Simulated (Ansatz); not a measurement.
**CH3BBrF: one species, many methods**

The task here is to estimate one member of a computed series from the others.

Method: functionals in def2-TZVPP, the program's frozen cores in correlated methods; program: Ansatz 0.2.0, Gaussian basis.

The runs, in order: LDA (SPW92), PBE-D4, revPBE-D4, BLYP-D4, r2SCAN-D4, B97M-V, PBE0-D4, B3LYP-D4, r2SCANh-D4, r2SCAN0-D4, HSE06-D4, BHLYP-D4, CAM-B3LYP-D4, LC-ωPBE, ωB97X-V, ωB97M-V, B2PLYP, PBE-QIDH; CCSD(T)/def2-SVP; CCSD(T)/def2-TZVPP; MP2/def2-QZVPP; extrapolation to the limit; RPA on PBE.

**The geometry**

All runs share one geometry, relaxed beforehand with PBE0-D4 in a triple-zeta def2 set.

SMILES `BC(F)Br`, 7 atoms, charge 0, spin multiplicity 1.

Atoms are counted from 1 here; the program's logs count them from 0.

Bond lengths: B1–C2 1.547 Å, B1–H5 1.191 Å, B1–H6 1.191 Å, C2–F3 1.333 Å, C2–Br4 2.055 Å, C2–H7 1.088 Å. Angles: C2–B1–H5 117.9°, C2–B1–H6 118.1°, H5–B1–H6 123.3°, B1–C2–F3 121.4°, B1–C2–Br4 77.0°, B1–C2–H7 124.6°, F3–C2–Br4 110.5°, F3–C2–H7 110.2°, Br4–C2–H7 103.7°.

Set-up of the first run:

The input, in.yaml:

```yaml
crystal:
  periodic: [false, false, false]
  atoms:
    - {symbol: B, position_ang: [-0.385182, 0.764566, 0.019436]}
    - {symbol: C, position_ang: [0.603884, -0.423236, 0.081255]}
    - {symbol: F, position_ang: [0.880414, -1.036815, 1.231431]}
    - {symbol: Br, position_ang: [-1.060801, -1.250995, -0.793466]}
    - {symbol: H, position_ang: [-0.333041, 1.485330, -0.927544]}
    - {symbol: H, position_ang: [-1.037917, 1.001295, 0.986551]}
    - {symbol: H, position_ang: [1.393841, -0.608044, -0.643464]}
basis:
  gaussian: {orbitals: def2-TZVPP}
hamiltonian: {xc: lda}
output: {orbitals: {seedname: orbitals}}
```

Started as:

```console
> ansatz run in.yaml --threads 2 --pin off --events-out ev --progress --plain --max-ram 4352MiB
```

Among the steps run: LDA; PBE-D4 (GGA); revPBE-D4 (GGA); BLYP-D4 (GGA); r2SCAN-D4 (meta-GGA); B97M-V (meta-GGA); B3LYP-D4 (hybrid); r2SCANh-D4 (hybrid); r2SCAN0-D4 (hybrid); HSE06-D4 (hybrid); BHLYP-D4 (hybrid); CAM-B3LYP-D4 (range-separated); LC-ωPBE (range-separated); ωB97X-V (range-separated); ωB97M-V (range-separated); B2PLYP (double hybrid); PBE-QIDH (double hybrid).

One table of the session follows, with a row left open; its other results are not shown here.

```
  functional  HOMO (eV)  gap (eV)
 LDA (SPW92)      -7.49      4.85
      PBE-D4      -7.35      4.97
   revPBE-D4      -7.30      5.02
     BLYP-D4      -7.21      4.93
   r2SCAN-D4      -7.67      5.54
      B97M-V      -7.78      5.68
     PBE0-D4      -8.69      7.32
    B3LYP-D4      -8.44      6.78
  r2SCANh-D4      -8.16      6.39
  r2SCAN0-D4      -8.90      7.67
    HSE06-D4          ?         ?
    BHLYP-D4      -9.87      9.53
CAM-B3LYP-D4     -10.06      9.74
     LC-ωPBE     -11.46     12.38
     ωB97X-V     -11.09     11.90
     ωB97M-V     -10.95     11.58
```

Q: Estimate the row for HSE06-D4 from the others.

The run gave: HOMO (eV): -8.29; gap (eV): 6.53. In the column «HOMO (eV)» it lies between B3LYP-D4 (-8.44) and r2SCANh-D4 (-8.16).

To keep in mind: All levels share the lack of spin-orbit coupling, which lowers the free heavy atoms and so the true binding.
